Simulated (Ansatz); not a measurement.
# CH₄Cl₂InN: how energies converge with the basis set

The task here is to estimate one member of a computed series from the others.

The runs use Ansatz 0.2.0, Gaussian basis; one geometry, several basis sets.

The runs, in order: PBE0-D4/def2-SVP; ωB97M-V/def2-SVP; PBE0-D4/def2-QZVPP; ωB97M-V/def2-QZVPP; the functionals' def2-TZVPP values are taken from earlier runs.

**The geometry**

The geometry comes from an earlier relaxation with PBE0-D4 in a triple-zeta def2 set; it is a stationary point, not always the lowest conformer. In takes the def2 core potential; no spin-orbit term is included.

9 atoms, charge 0, spin multiplicity 1.

Atoms are counted from 1 here; the program's logs count them from 0.

Bond lengths: C1–N2 1.449 Å, C1–H6 1.096 Å, C1–H7 1.092 Å, C1–H8 1.097 Å, N2–In3 1.987 Å, N2–H9 1.008 Å, In3–Cl4 2.311 Å, In3–Cl5 2.307 Å. Angles: N2–C1–H6 110.7°, N2–C1–H7 110.2°, N2–C1–H8 113.4°, H6–C1–H7 107.0°, H6–C1–H8 108.0°, H7–C1–H8 107.4°, C1–N2–In3 124.9°, C1–N2–H9 113.8°, In3–N2–H9 116.9°, N2–In3–Cl4 119.3°, N2–In3–Cl5 122.3°, Cl4–In3–Cl5 118.2°.

Geometry (Å):

| atom | x (Å) | y (Å) | z (Å) |
| --- | --- | --- | --- |
| C1 | -0.2606 | -1.1855 | 0.7220 |
| N2 | 0.3811 | 0.1051 | 0.5764 |
| In3 | 0.2053 | 1.2900 | -1.0085 |
| Cl4 | -0.6334 | 0.4238 | -2.9795 |
| Cl5 | 0.9832 | 3.4619 | -1.0172 |
| H6 | 0.4049 | -1.8937 | 1.2281 |
| H7 | -0.4877 | -1.6059 | -0.2600 |
| H8 | -1.2006 | -1.1433 | 1.2854 |
| H9 | 0.6077 | 0.5476 | 1.4533 |

Set-up of the first run:

Input file in.yaml:

```yaml
crystal:
  periodic: [false, false, false]
  atoms:
    - {symbol: C, position_ang: [-0.260576, -1.185546, 0.721958]}
    - {symbol: N, position_ang: [0.381053, 0.105055, 0.576409]}
    - {symbol: In, position_ang: [0.205345, 1.290034, -1.008463]}
    - {symbol: Cl, position_ang: [-0.633431, 0.423830, -2.979511]}
    - {symbol: Cl, position_ang: [0.983232, 3.461925, -1.017177]}
    - {symbol: H, position_ang: [0.404941, -1.893728, 1.228108]}
    - {symbol: H, position_ang: [-0.487677, -1.605878, -0.260002]}
    - {symbol: H, position_ang: [-1.200624, -1.143277, 1.285371]}
    - {symbol: H, position_ang: [0.607737, 0.547585, 1.453307]}
basis:
  gaussian: {orbitals: def2-SVP}
hamiltonian: {xc: pbe0, dispersion: d4}
output: {orbitals: {seedname: orbitals}}
```

The run is started by

```console
$ ansatz run in.yaml --threads 4 --pin off --events-out ev --progress --plain --max-ram 10444MiB
```

Among the steps run: PBE0-D4 in def2-SVP; ωB97M-V in def2-SVP; PBE0-D4 in def2-QZVPP; ωB97M-V in def2-QZVPP.

One table of the session follows, with a row left open; its other results are not shown here.

It belongs to the step «Functionals by basis». 

| functional | basis | HOMO (eV) | LUMO (eV) |
| --- | --- | --- | --- |
| PBE0-D4 | def2-SVP | -7.02 | -1.81 |
| PBE0-D4 | def2-TZVPP | ? | ? |
| PBE0-D4 | def2-QZVPP | -7.22 | -2.06 |
| ωB97M-V | def2-SVP | -9.29 | 0.21 |
| ωB97M-V | def2-TZVPP | -9.49 | -0.07 |
| ωB97M-V | def2-QZVPP | -9.53 | -0.25 |

**Question.** Estimate the row for PBE0-D4, def2-TZVPP.

The run gave: HOMO (eV): -7.18; LUMO (eV): -1.99. In the column «HOMO (eV)» it lies between PBE0-D4, def2-QZVPP (-7.22) and PBE0-D4, def2-SVP (-7.02).
